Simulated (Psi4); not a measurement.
# BF3 (boron trifluoride): UMP3/2ZaPa-NR

Aim: the vertical electron affinity of BF3 (boron trifluoride) at UMP3/2ZaPa-NR, from 2 runs. 

Program for the calculation: Psi4 1.11.

1 further run of the same task is left out (set aside as unsound or not needed).

## Step 1: The structure to begin with

The species is BF3 (4 atoms), meant as a singlet with charge 0. As SMILES, `FB(F)F`. The shape is that of a GFN2-xTB optimisation.

Bond lengths: B1–F2 1.301 Å, B1–F3 1.301 Å, B1–F4 1.301 Å. Angles: F2–B1–F3 120.0°, F2–B1–F4 120.0°, F3–B1–F4 120.0°.

## Step 2: Energy and forces at UMP3/2ZaPa-NR

Contents of bf3.xyz:

```xyz
4
BF3
B      0.000110     0.000040    -0.000210
F      1.300290    -0.027650     0.013460
F     -0.626240     1.139760    -0.017260
F     -0.674160    -1.112140     0.004010
```

Contents of run_ase.py:

```python
import numpy as np
from ase.calculators.psi4 import Psi4
from ase.io import read

atoms = read('bf3.xyz')
calc = Psi4(atoms=atoms, method='mp3', basis='2ZaPa-NR', memory='1600MB', num_threads=1, charge=0, multiplicity=1, label='calc', reference='uhf')
calc.psi4.set_options({'scf_type': 'pk', 'mp_type': 'conv'})
atoms.calc = calc

forces = atoms.get_forces()
print(f'energy: {atoms.get_potential_energy():.6f} eV')
print('forces / eV A^-1')
print(np.round(forces, 5))
```

Started as:

```sh
$ python run_ase.py
```

calc.dat:

```text
[...]
  Running in c1 symmetry.
[...]
  Nuclear repulsion =  112.011173961466355
[...]
  Multiplicity = 1
[...]
  Nalpha       = 16
  Nbeta        = 16
[...]
    Number of basis functions: 72
[...]
   @UHF iter   1:  -323.22347195774790   -9.17357e-01   6.64008e-03 DIIS/ADIIS
[...]
   @UHF iter  12:  -323.29874062133104    2.84217e-13   4.26727e-11 DIIS
[...]
   @S^2 Observed:               -4.618527782E-14
[...]
    Orbital Energies [Eh]
    ---------------------
    Alpha Occupied:
       1A    -26.335793     2A    -26.335752     3A    -26.335722
       4A     -7.799459     5A     -1.696951     6A     -1.651826
       7A     -1.651757     8A     -0.866117     9A     -0.822515
      10A     -0.822477    11A     -0.771214    12A     -0.706134
      13A     -0.706111    14A     -0.691248    15A     -0.691199
      16A     -0.665315
    Alpha Virtual:
      17A      0.050870    18A      0.052079    19A      0.060064
      20A      0.060066    21A      0.195938    22A      0.225887
      23A      0.225891    24A      0.261562    25A      0.292411
[...]
  @UHF Final Energy:  -323.29874062133104
   => Energetics <=
    Nuclear Repulsion Energy =            112.0111739614663549
    One-Electron Energy =                -673.5206513537618775
    Two-Electron Energy =                 238.2107367709644734
    Total Energy =                       -323.2987406213310351
  UHF NO Occupations:
  HONO-2 :   14  A 2.0000000
  HONO-1 :   15  A 2.0000000
[...]
 Multipole Moments:
 ------------------------------------------------------------------------------------
     Multipole            Electronic (a.u.)      Nuclear  (a.u.)        Total (a.u.)
 ------------------------------------------------------------------------------------
 L = 1.  Multiply by 2.5417464519 to convert [e a0] to [Debye]
 Dipole X            :          0.0005264           -0.0000500            0.0004764
 Dipole Y            :          0.0001699           -0.0000171            0.0001528
 Dipole Z            :         -0.0007559            0.0000955           -0.0006603
 Magnitude           :                                                    0.0008285
[...]
	SCS-MP2 Total Energy (a.u.)        :  -323.92516671579904
	SOS-MP2 Total Energy (a.u.)        :  -323.91163089021711
[...]
	SOS-PI-MP2 Total Energy (a.u.)     :  -323.95877629551603
[...]
	MP2 Total Energy (a.u.)            :  -323.95223836696289
[...]
	SCS-MP3 Total Energy (a.u.)        :  -323.92391391502133
[...]
	MP3 Total Energy (a.u.)            :  -323.94722716385195
[...]
```

Standard output:

```text
energy: -8815.053050 eV
forces / eV A^-1
[[-0.00495 -0.00126  0.00447]
 [ 0.94275 -0.01903  0.0082 ]
 [-0.45105  0.82619 -0.01404]
 [-0.48674 -0.8059   0.00137]]
```

It took 24 s on 1 thread of Intel Xeon Platinum 8488C (Sapphire Rapids), shared host; peak memory 0.46 GiB.

## Step 3: The doublet anion at the same level

Contents of job.py:

```python
import psi4

psi4.set_memory(1600000000)
psi4.set_num_threads(1)
psi4.core.set_output_file('bf3.out', False)

mol = psi4.geometry("""
-1 2
B      0.00020787     0.00007559    -0.00039684
F      2.45719198    -0.05225093     0.02543571
F     -1.18342209     2.15383425    -0.03261667
F     -1.27397776    -2.10164001     0.00757780
units bohr
symmetry c1
""")

psi4.set_options({
    'basis': '2ZaPa-NR',
    'reference': 'uhf',
    'scf_type': 'pk',
    'mp_type': 'conv',
})

E, wfn = psi4.gradient('mp3', return_wfn=True)
print('gradient / Eh bohr^-1')
print(E.np.round(6))
print(f'energy = {wfn.energy():.10f} Eh')
for k, v in sorted(psi4.core.scalar_variables().items()):
    print(f'{k:45s} {v:18.10f}')
```

Started as:

```sh
$ python job.py
```

bf3.out:

```text
[...]
  Running in c1 symmetry.
[...]
  Nuclear repulsion =  112.011174070746364
[...]
  Multiplicity = 2
[...]
  Nalpha       = 17
  Nbeta        = 16
[...]
    Number of basis functions: 72
[...]
   @UHF iter   1:  -323.08958949777542   -7.83474e-01   7.06576e-03 DIIS/ADIIS
[...]
   @UHF iter  20:  -323.24681097093259    1.13687e-13   7.91599e-11 DIIS
[...]
   @S^2 Observed:                7.500194189E-01
[...]
    Orbital Energies [Eh]
    ---------------------
    Alpha Occupied:
       1A    -26.195993     2A    -26.195952     3A    -26.195924
       4A     -7.660425     5A     -1.558023     6A     -1.513170
       7A     -1.513102     8A     -0.727976     9A     -0.684246
      10A     -0.684209    11A     -0.632961    12A     -0.567881
      13A     -0.567859    14A     -0.554614    15A     -0.554567
      16A     -0.526889    17A      0.051778
    Alpha Virtual:
      18A      0.149993    19A      0.162281    20A      0.162282
      21A      0.333348    22A      0.342842    23A      0.342846
      24A      0.387541    25A      0.419775    26A      0.419792
[...]
  @UHF Final Energy:  -323.24681097093259
   => Energetics <=
    Nuclear Repulsion Energy =            112.0111740707463639
    One-Electron Energy =                -677.9155911109617136
    Two-Electron Energy =                 242.6576060692827355
    Total Energy =                       -323.2468109709325859
  UHF NO Occupations:
  HONO-2 :   15  A 1.9999978
  HONO-1 :   16  A 1.9999956
[...]
 Multipole Moments:
 ------------------------------------------------------------------------------------
     Multipole            Electronic (a.u.)      Nuclear  (a.u.)        Total (a.u.)
 ------------------------------------------------------------------------------------
 L = 1.  Multiply by 2.5417464519 to convert [e a0] to [Debye]
 Dipole X            :          0.0004098           -0.0000500            0.0003597
 Dipole Y            :         -0.0001466           -0.0000171           -0.0001636
 Dipole Z            :         -0.0212345            0.0000955           -0.0211390
 Magnitude           :                                                    0.0211427
[...]
	SCS-MP2 Total Energy (a.u.)        :  -323.87379474969401
	SOS-MP2 Total Energy (a.u.)        :  -323.86010219090048
[...]
	SOS-PI-MP2 Total Energy (a.u.)     :  -323.90727843859031
[...]
	MP2 Total Energy (a.u.)            :  -323.90117986728120
[...]
	SCS-MP3 Total Energy (a.u.)        :  -323.87262804219222
[...]
	MP3 Total Energy (a.u.)            :  -323.89651303727413
[...]
```

Run time: 29 s. Hardware: 1 thread of Intel Xeon Platinum 8488C (Sapphire Rapids), shared host; peak memory 0.46 GiB.

## Step 4: What came out

At UMP3/2ZaPa-NR:

```
                                                                 quantity          value
                                                singlet BF3: total energy  -323.94723 Eh
                         singlet BF3: HOMO energy (Hartree–Fock orbitals)      -18.10 eV
                         singlet BF3: LUMO energy (Hartree–Fock orbitals)        1.38 eV
                       singlet BF3: HOMO–LUMO gap (Hartree–Fock orbitals)       19.49 eV
                                          singlet BF3: correlation energy     -648.5 mEh
                                    singlet BF3: largest force on an atom     0.943 eV/Å
                                              doublet anion: total energy  -323.89651 Eh
doublet anion: HOMO energy (Hartree–Fock orbitals) (highest over α and β)        1.41 eV
 doublet anion: LUMO energy (Hartree–Fock orbitals) (lowest over α and β)        4.08 eV
                                        doublet anion: correlation energy     -649.7 mEh
                         doublet anion: ⟨S²⟩ of the reference determinant          0.750
                                  doublet anion: largest force on an atom     1.084 eV/Å
                        vertical electron affinity (to the doublet anion)      -1.380 eV
```

**Reading.** The anion lies 1.38 eV (133 kJ/mol) above the neutral: the electron isn't bound at this level, and such a value depends on the basis. Without diffuse functions anions come out too high. The largest force (singlet BF3) is 0.94 eV/Å: the shape isn't a stationary point for this species at this level. The HOMO (doublet anion) lies at positive energy, 1.41 eV: the electron is unbound at this level or held by a compact basis; values depend on the basis.
